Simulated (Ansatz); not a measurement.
# CaF (SMILES [F][Ca]) at RPA@PBE/def2-TZVPP

Aim: the electronic atomisation energy of CaF at RPA@PBE/def2-TZVPP, from 3 runs. 

Program for the calculation: Ansatz 0.2.0.

38 further runs of the same task are left out: 4 that didn't finish, 34 set aside as unsound or not needed.

## (1) The molecule

CaF has 2 atoms, charge 0, and is taken as a doublet. SMILES: `[F][Ca]`. The shape is that of a PBE0-D4/def2-TZVP optimisation.

Bond lengths: F1–Ca2 1.950 Å.

## (2) The energy at RPA@PBE/def2-TZVPP

in.yaml reads:

```yaml
basis:
  gaussian:
    orbitals: def2-TZVPP
crystal:
  periodic: [false, false, false]
  atoms:
    - symbol: F
      position_ang: [0.000000, -0.000000, -0.048360]
    - symbol: Ca
      position_ang: [-0.000000, 0.000000, 1.901310]
magnetization:
  spin_polarized: true
  initial_magnetization: 1
hamiltonian:
  xc: {name: PBE}
correlation:
  method: rpa
  frozen_orbitals: {Ca: 5, F: 1}
accuracy: high
```

Run with:

```sh
$ ansatz run in.yaml --threads 1 --pin off --max-ram 3480MiB --events-out events.jsonl --progress --plain --runs-dir runs
```

What it wrote:

```text
Warning: RAYON_NUM_THREADS=1 ignored (pool sized by the plan → 1); use --threads N
Functional definition: PBE
  name "PBE"
  parameter kappa = 0.804
  parameter beta = 0.06672455060314922
  exchange = pbe_x(kappa = kappa, mu = beta*pi^2/3)
  correlation = pbe_c(beta = beta)
1052 factors; integrals over basis functions are off by at most 3.9e-9 eV
mean field evaluation 1: about -21144.9908 eV, gradient 3.5e1 eV
mean field evaluation 2: about -21144.9915 eV, gradient 3.5e1 eV
mean field evaluation 4: about -21148.6135 eV, gradient 1.4e1 eV
mean field evaluation 8: about -21149.1045 eV, gradient 1.1e-1 eV
mean field evaluation 16: about -21149.1035 eV, gradient 1.2e-5 eV
mean field evaluation 32: about -21011.3137 eV, gradient 8.7e1 eV
mean field -21149.10346746 eV, -777.2152170520 hartree, gradient 3.6e-8 eV, S^2 0.750198; 0 other end points of the search recorded, 0 dependent functions left out
6 core orbitals not correlated: weight in the atoms' cores, before any rotation towards them, 1.000 or more for the frozen orbitals, at most 0.000 for the correlated occupied ones
reference -21123.48362556 eV, -776.2737052279 hartree; 9, 8 occupied and 52, 53 virtual orbitals, 1052 factors
Total energy: -21142.42695877 eV, -776.9698598831 hartree
```

Wall time 5.1 s (1 thread of Arm Neoverse V2, shared host); peak memory 0.22 GiB.

## (3) The Ca atom, same level

job.yaml reads:

```yaml
crystal:
  periodic: [false, false, false]
  atoms:
    - symbol: Ca
      position_ang: [0.000000, 0.000000, 0.000000]
basis:
  gaussian: {orbitals: def2-TZVPP}
hamiltonian: {xc: {name: PBE}}
correlation: {method: rpa, frozen_orbitals: {Ca: 5}}
accuracy: high
```

Run the same way, it converges to -677.07063 Eh (log not shown).

## (4) The F atom, same level

input.yaml reads:

```yaml
crystal:
  periodic: [false, false, false]
  atoms:
    - {symbol: F, position_ang: [0.000000, 0.000000, 0.000000]}
basis:
  gaussian: {orbitals: def2-TZVPP}
magnetization: {spin_polarized: true, initial_magnetization: 1}
hamiltonian: {xc: {name: PBE}}
correlation: {method: rpa, frozen_orbitals: {F: 1}}
accuracy: high
```

Run the same way, it converges to -99.73620 Eh (log not shown).

## (5) Summary of results

At RPA@PBE/def2-TZVPP, 6 core orbitals frozen:

```
                                   quantity          value
                     molecule: total energy  -776.96986 Eh
 molecule: RPA correlation energy (valence)     -696.2 mEh
molecule: ⟨S²⟩ of the reference determinant          0.750
                      Ca atom: total energy  -677.07063 Eh
  Ca atom: RPA correlation energy (valence)     -329.6 mEh
                       F atom: total energy   -99.73620 Eh
   F atom: RPA correlation energy (valence)     -331.6 mEh
  F atom: ⟨S²⟩ of the reference determinant          0.751
              electronic atomisation energy       4.436 eV
```

What this shows: Taking the molecule apart into free atoms costs 4.44 eV (428 kJ/mol), before zero-point energy and without spin-orbit coupling.
